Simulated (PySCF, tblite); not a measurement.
# C3H11NO2Si2: geometry, infrared bands and NMR shifts

What infrared bands and NMR shifts should C3H11NO2Si2 (`N[Si@@H]1OCC[SiH2]CO1`) show?

Programs: tblite 0.8.0 and PySCF 2.14.0, with density-fitted response routines of our own. Each step states its level of theory. These are calculated values for one molecule in the gas phase, unless marked as measured. Atoms are numbered from 0 throughout.

## (1) Starting geometry

19 atoms, charge 0, multiplicity 1; geometry from: force field or distance geometry start.

Bonds of the start (Å): N0–Si1 1.82, Si1–O2 1.68, O2–C3 1.38, C3–C4 1.52, C4–Si5 1.87, Si5–C6 1.88, C6–O7 1.38, O7–Si1 1.69, N0–H8 1.03, N0–H9 1.06, Si1–H10 1.48, C3–H11 1.10, C3–H12 1.12, C4–H13 1.13, C4–H14 1.11, Si5–H15 1.46, Si5–H16 1.47, C6–H17 1.13, C6–H18 1.09.

## (2) Geometry optimisation with GFN2-xTB

What the job is given:

```
{"job": {"kind": "relax", "xc": "GFN2-xTB", "basis": "xTB"}, "charge": 0, "multiplicity": 1}
N      2.621600    -1.415300     0.039500
Si     1.090400    -0.985800    -0.844300
O      1.058100     0.686000    -0.979200
C      0.628300     1.387600     0.124100
C     -0.853300     1.655100    -0.048600
Si    -1.724800     0.250500     0.834700
C     -1.426300    -1.253700    -0.245700
O     -0.152000    -1.694100     0.052400
H      3.391300    -0.826300    -0.310300
H      2.394700    -1.227500     1.059500
H      1.209100    -1.542200    -2.207100
H      1.137000     2.361600     0.192100
H      0.820300     0.872100     1.100800
H     -1.077400     1.558800    -1.148300
H     -1.170100     2.638900     0.351000
H     -3.147400     0.528200     1.041300
H     -1.064500     0.117500     2.142900
H     -2.125700    -2.054100     0.134000
H     -1.619000    -1.048000    -1.296300
```

Run with:

```sh
OMP_NUM_THREADS=1 python probes_run.py task.json out
```

One launch serves the whole session: the jobs run in the order shown.

Standard output:

```text
step      E/eV     max force
  0    -724.14204    2.823
  1    -724.50402    1.147
  2    -724.64443    0.661
  3    -724.69081    0.511
  4    -724.74015    0.421
  5    -724.77050    0.501
  6    -724.80696    0.452
  7    -724.83187    0.290
  8    -724.85096    0.292
  9    -724.86833    0.338
 10    -724.88951    0.427
 11    -724.91235    0.373
 12    -724.93352    0.384
 13    -724.95047    0.339
 14    -724.96628    0.331
 15    -724.98509    0.382
 16    -725.00840    0.366
 17    -725.03303    0.395
 18    -725.05290    0.300
 19    -725.06565    0.267
 20    -725.07376    0.214
 21    -725.07986    0.205
 22    -725.08534    0.197
 23    -725.09061    0.155
 24    -725.09519    0.143
 25    -725.09873    0.131
 26    -725.10128    0.128
 27    -725.10329    0.104
 28    -725.10478    0.123
 29    -725.10618    0.106
 30    -725.10732    0.071
 31    -725.10839    0.066
 32    -725.10943    0.082
 33    -725.11059    0.091
 34    -725.11151    0.068
 35    -725.11236    0.068
 36    -725.11333    0.085
 37    -725.11460    0.112
 38    -725.11605    0.109
 39    -725.11760    0.088
 40    -725.11938    0.116
 41    -725.12181    0.159
 42    -725.12420    0.336
 43    -725.12781    0.253
 44    -725.13238    0.310
 45    -725.14339    0.394
 46    -725.14938    0.702
 47    -725.16983    0.374
 48    -725.17709    0.162
 49    -725.18188    0.158
 50    -725.18761    0.133
 51    -725.18896    0.417
 52    -725.19298    0.133
 53    -725.19467    0.091
 54    -725.19626    0.069
 55    -725.19722    0.088
 56    -725.19806    0.069
 57    -725.19859    0.055
 58    -725.19911    0.064
 59    -725.19974    0.086
 60    -725.20041    0.090
 61    -725.20100    0.087
 62    -725.20160    0.067
 63    -725.20238    0.064
 64    -725.20335    0.061
 65    -725.20424    0.054
 66    -725.20485    0.056
 67    -725.20538    0.075
 68    -725.20600    0.085
 69    -725.20666    0.092
 70    -725.20721    0.061
 71    -725.20756    0.064
 72    -725.20779    0.054
 73    -725.20802    0.035
 74    -725.20828    0.025
 75    -725.20840    0.029
 76    -725.20849    0.038
 77    -725.20857    0.023
 78    -725.20869    0.025
 79    -725.20881    0.017
 80    -725.20888    0.017
 81    -725.20893    0.018
 82    -725.20897    0.015
 83    -725.20902    0.017
 84    -725.20908    0.015
 85    -725.20912    0.012
 86    -725.20914    0.013
 87    -725.20915    0.010
```

Wall time 1.3 s (1 thread of Arm Neoverse N1, shared host).

The steps of the relaxation: (not every step is listed)

```csv
step,energy from step 0 (eV),largest force (eV/Å)
0,0.0000,2.8233
1,-0.3620,1.1467
2,-0.5024,0.6611
3,-0.5488,0.5114
4,-0.5981,0.4206
5,-0.6285,0.5011
6,-0.6649,0.4518
7,-0.6898,0.2895
8,-0.7089,0.2921
15,-0.8431,0.3818
22,-0.9433,0.1970
29,-0.9641,0.1059
36,-0.9713,0.0854
43,-0.9858,0.2533
50,-1.0456,0.1328
57,-1.0566,0.0553
64,-1.0613,0.0611
71,-1.0655,0.0644
78,-1.0667,0.0249
82,-1.0669,0.0148
83,-1.0670,0.0170
84,-1.0670,0.0151
85,-1.0671,0.0122
86,-1.0671,0.0127
87,-1.0671,0.0099
```

Close pairs (by a distance rule), those that changed most:

```csv
bond,before (Å),after (Å),change (Å)
N0–Si1,1.819,1.723,-0.096
Si1–O7,1.688,1.624,-0.064
N0–H9,1.062,1.007,-0.055
Si1–O2,1.678,1.624,-0.054
Si5–C6,1.876,1.912,+0.037
C6–H17,1.129,1.094,-0.034
C4–H13,1.126,1.092,-0.034
C4–Si5,1.874,1.906,+0.032
```

The next job starts from the end point, and lists it.

## (3) Infrared spectrum with GFN2-xTB

What the job is given:

```
{"job": {"kind": "ir", "xc": "GFN2-xTB", "basis": "xTB"}, "charge": 0, "multiplicity": 1}
N      2.488417    -1.320668     0.301392
Si     1.193973    -0.945098    -0.772280
O      1.013441     0.656616    -0.969479
C      0.623884     1.630516    -0.042369
C     -0.899080     1.755195     0.039607
Si    -1.766225     0.251119     0.826985
C     -1.392186    -1.361143    -0.131232
O     -0.030678    -1.716966    -0.036000
H      3.408144    -1.020144     0.026840
H      2.528293    -2.259001     0.663324
H      1.309118    -1.297979    -2.182992
H      1.056391     2.578143    -0.389067
H      1.039317     1.406395     0.946241
H     -1.274514     1.921426    -0.972456
H     -1.135167     2.653019     0.613255
H     -3.220356     0.453677     0.758252
H     -1.314429     0.092641     2.214141
H     -1.959844    -2.200065     0.282951
H     -1.678302    -1.268432    -1.184572
```

Standard output:

```text
mode    cm-1     km/mol
  1      51.0      2.73
  2      97.0      3.64
  3     152.4      0.99
  4     171.9      5.13
  5     183.7      8.46
  6     211.2      3.00
  7     236.1      5.94
  8     267.3     20.83
  9     338.1      3.33
 10     376.1     38.22
 11     438.0     42.54
 12     509.6     57.86
 13     585.6     97.55
 14     592.3    109.08
 15     638.8     53.60
 16     646.9     22.23
 17     675.6    105.48
 18     699.7     58.02
 19     727.3     64.99
 20     736.8     34.99
 21     743.5    148.49
 22     766.7     94.16
 23     799.7    127.91
 24     814.2    152.96
 25     873.8    254.05
 26     913.0    192.80
 27     984.1     28.63
 28    1019.0     80.78
 29    1114.9    123.64
 30    1128.4    230.05
 31    1169.5     51.73
 32    1213.0     29.10
 33    1223.9     36.96
 34    1275.6      7.93
 35    1294.8      7.79
 36    1339.3      9.53
 37    1458.9      2.02
 38    1472.7      1.01
 39    1490.9      0.27
 40    1517.4     60.49
 41    2213.2    381.92
 42    2233.3    261.18
 43    2294.3    303.53
 44    2889.0     58.25
 45    2893.0     52.57
 46    2917.3     45.82
 47    2926.7     43.30
 48    2968.2     52.47
 49    2979.0     27.60
 50    3494.0      4.24
 51    3530.6      0.72
```

Wall time 1.4 s (1 thread of Arm Neoverse N1, shared host).

Which atoms move in the most intense modes:

```csv
cm⁻¹,km/mol,atoms
744,148.5,"H16 42 %, H15 34 %"
814,153.0,"C4 20 %, H14 17 %, Si5 15 %"
874,254.1,"Si1 29 %, H8 22 %, H9 17 %"
913,192.8,"N0 42 %, Si1 40 %"
1128,230.1,"O7 37 %, C6 27 %, C3 10 %"
2213,381.9,H15 97 %
2233,261.2,H16 97 %
2294,303.5,H10 97 %
```

## (4) Shielding tensors: PBE0/pcSseg-1

Settings changed since step 3:

```diff
@@ -1,2 +1,2 @@
-{"job": {"kind": "ir", "xc": "GFN2-xTB", "basis": "xTB"}, "charge": 0, "multiplicity": 1}
+{"job": {"kind": "nmr", "xc": "PBE0", "basis": "pcSseg-1"}, "charge": 0, "multiplicity": 1}
 N      2.488417    -1.320668     0.301392
```

Level: GIAO PBE0/pcSseg-1 NMR shielding, non-relativistic, gas phase.

Standard output:

```text
coarse grid: 16560 points
cycle   1  E = -904.3260842775  dE =  1.036e+00  |g| = 9.476e-01  |ddm| = 3.920e+00
cycle   2  E = -904.1411944988  dE =  1.849e-01  |g| = 1.376e+00  |ddm| = 1.888e+00
cycle   3  E = -904.4900848929  dE = -3.489e-01  |g| = 1.008e-01  |ddm| = 1.274e+00
cycle   4  E = -904.4914697073  dE = -1.385e-03  |g| = 5.201e-02  |ddm| = 9.956e-02
cycle   5  E = -904.4920188171  dE = -5.491e-04  |g| = 9.572e-03  |ddm| = 4.532e-02
cycle   6  E = -904.4920353034  dE = -1.649e-05  |g| = 2.938e-03  |ddm| = 9.080e-03
cycle   7  E = -904.4920372097  dE = -1.906e-06  |g| = 5.222e-04  |ddm| = 2.659e-03
final grid: 149976 points
cycle   8  E = -904.5565308641  dE = -2.255e-05  |g| = 1.361e-02  |ddm| = 2.290e-02
cycle   9  E = -904.5564929588  dE =  3.791e-05  |g| = 1.984e-02  |ddm| = 2.108e-02
cycle  10  E = -904.5565656088  dE = -7.265e-05  |g| = 1.172e-03  |ddm| = 1.289e-02
cycle  11  E = -904.5565659021  dE = -2.933e-07  |g| = 2.176e-04  |ddm| = 1.185e-03
cycle  12  E = -904.5565659127  dE = -1.053e-08  |g| = 4.703e-05  |ddm| = 2.377e-04
cycle  13  E = -904.5565659130  dE = -3.365e-10  |g| = 2.483e-05  |ddm| = 6.085e-05
converged SCF energy = -904.5565659130

GIAO shielding tensors (ppm)
atom      isotropic    diamagn.    paramagn.     s11        s22        s33       span
  0 N      242.069     316.332     -74.263    209.651    246.523    270.033     60.382
  1 Si     390.739     882.679    -491.939    371.291    392.294    408.634     37.343
  2 O      255.553     399.372    -143.819    210.622    258.016    298.020     87.398
  3 C      124.880     244.142    -119.262     91.415    120.376    162.849     71.434
  4 C      166.659     253.000     -86.340    147.702    168.517    183.758     36.057
  5 Si     390.761     880.240    -489.479    347.537    402.143    422.602     75.065
  6 C      132.194     248.179    -115.985     95.903    117.005    183.674     87.771
  7 O      304.640     398.664     -94.024    244.533    311.670    357.716    113.183
  8 H       31.607      29.687       1.920     24.466     27.003     43.352     18.886
  9 H       31.090      30.518       0.571     23.698     27.878     41.693     17.995
 10 H       27.157      30.631      -3.474     23.128     24.696     33.646     10.519
 11 H       27.348      29.090      -1.743     21.346     27.299     33.397     12.052
 12 H       27.337      31.592      -4.255     22.745     27.548     31.719      8.974
 13 H       30.319      31.117      -0.798     26.778     28.214     35.966      9.188
 14 H       30.724      29.756       0.968     25.795     28.067     38.310     12.515
 15 H       27.520      28.783      -1.263     23.876     25.252     33.433      9.557
 16 H       27.450      29.625      -2.175     24.270     25.250     32.830      8.560
 17 H       27.523      28.824      -1.301     22.208     26.717     33.645     11.438
 18 H       27.659      30.612      -2.952     23.044     26.456     33.478     10.435
```

Run time: 65 s. Hardware: 1 thread of Arm Neoverse N1, shared host; peak memory 1 GiB.

The references, computed at this level on geometries of the same kind, shield at (ppm): 1H TMS 31.72, 13C TMS 186.9, 29Si TMS 349.2, 15N NH3 267.7, 17O H2O 336.1. Their shielding less the atom's gives the shift. The references are single molecules in the gas phase, so shifts against H2O, NH3, PH3, H3PO4 or CFCl3 are not on the usual liquid scales and can be off by tens of ppm. Atoms listed in one row are averaged.

```csv
atoms,environment,σ (ppm),δ (ppm),δ scaled to CDCl3
C3,sp3 CH2 bonded to O,124.9,62.0,58.6
C6,sp3 CH2 bonded to O and Si,132.2,54.7,51.5
C4,sp3 CH2 bonded to Si,166.7,20.3,17.9
H10,"hydrogen on a silicon bonded to N, 2 O, in a 7-membered ring",27.16,4.56,–
H12,hydrogen on an sp3 CH2 bonded to O,27.34,4.38,4.23
H11,hydrogen on an sp3 CH2 bonded to O,27.35,4.37,4.22
H16,"hydrogen on a silicon bonded to 2 C, in a 7-membered ring",27.45,4.27,–
H15,"hydrogen on a silicon bonded to 2 C, in a 7-membered ring",27.52,4.20,–
H17,hydrogen on an sp3 CH2 bonded to O and Si,27.52,4.19,4.06
H18,hydrogen on an sp3 CH2 bonded to O and Si,27.66,4.06,3.93
H13,hydrogen on an sp3 CH2 bonded to Si,30.32,1.40,1.42
H14,hydrogen on an sp3 CH2 bonded to Si,30.72,0.99,1.04
"H8, H9",hydrogen on a nitrogen bonded to Si,31.35,0.37,–
N0,"nitrogen bonded to Si, 2 H",242.1,25.7,–
Si1,"silicon bonded to N, 2 O, H, in a 7-membered ring",390.7,-41.6,–
Si5,"silicon bonded to 2 C, 2 H, in a 7-membered ring",390.8,-41.6,–
O2,"oxygen bonded to C, Si, in a 7-membered ring",255.6,80.5,–
O7,"oxygen bonded to C, Si, in a 7-membered ring",304.6,31.4,–
```

The scaled column applies a straight-line fit of computed shieldings to shifts measured in CDCl3 (root-mean-square error 0.16 ppm for H, 1.9 ppm for C).

Charges from the same density, by scheme (e):

```csv
atoms,Mulliken,IAO,Hirshfeld,ESP fit
N0,-0.62,-0.86,-0.32,-0.98
Si1,1.12,1.38,0.46,0.81
O2,-0.64,-0.65,-0.23,-0.45
C3,0.09,-0.04,0.01,0.26
C4,-0.55,-0.55,-0.16,-0.41
Si5,0.61,0.73,0.34,0.51
C6,-0.20,-0.32,-0.08,-0.20
O7,-0.64,-0.65,-0.23,-0.36
```

Mayer bond orders: N0–Si1 1.05, Si1–O2 0.99, O2–C3 0.88, C3–C4 1.04, C4–Si5 0.91, Si5–C6 0.91, C6–O7 0.85, O7–Si1 0.97.

Ring of atoms Si1, O2, C3, C4, Si5, C6, O7: NICS(0) -1.8, NICS(1) -1.1, NICS(1)zz 3.0 ppm (means of both faces).

## (5) Outcome

| quantity | value |
| --- | --- |
| strongest single infrared mode (GFN2-xTB) | 2213 cm⁻¹, 382 km/mol |
| zero-point energy (GFN2-xTB) | 89.0 kcal/mol |
| 13C shifts against TMS (PBE0/pcSseg-1) | 62.0, 54.7, 20.3 ppm |
| 1H shifts against TMS (PBE0/pcSseg-1, means over atoms taken as alike) | 4.56, 4.38, 4.37, 4.27, 4.20, 4.19, 4.06, 1.40, 0.99, 0.37 ppm |
| 15N shifts against NH3 (PBE0/pcSseg-1) | 25.7 ppm |
| 29Si shifts against TMS (PBE0/pcSseg-1) | -41.6, -41.6 ppm |
| 17O shifts against H2O (PBE0/pcSseg-1) | 80.5, 31.4 ppm |

In words: Relaxing lowered the energy by 1.067 eV in 87 steps; the close pair that moved most is N0–Si1, from 1.819 to 1.723 Å. No mode is imaginary among the 51: a minimum at this level. The strongest single mode, at 2213 cm⁻¹, moves mainly H15. Unscaled tight-binding wavenumbers are off by several per cent, some by more. Its intensities can rank the bands wrongly. At PBE0/pcSseg-1: Shielding is most anisotropic at O7 (span 113 ppm, paramagnetic term -94 ppm).
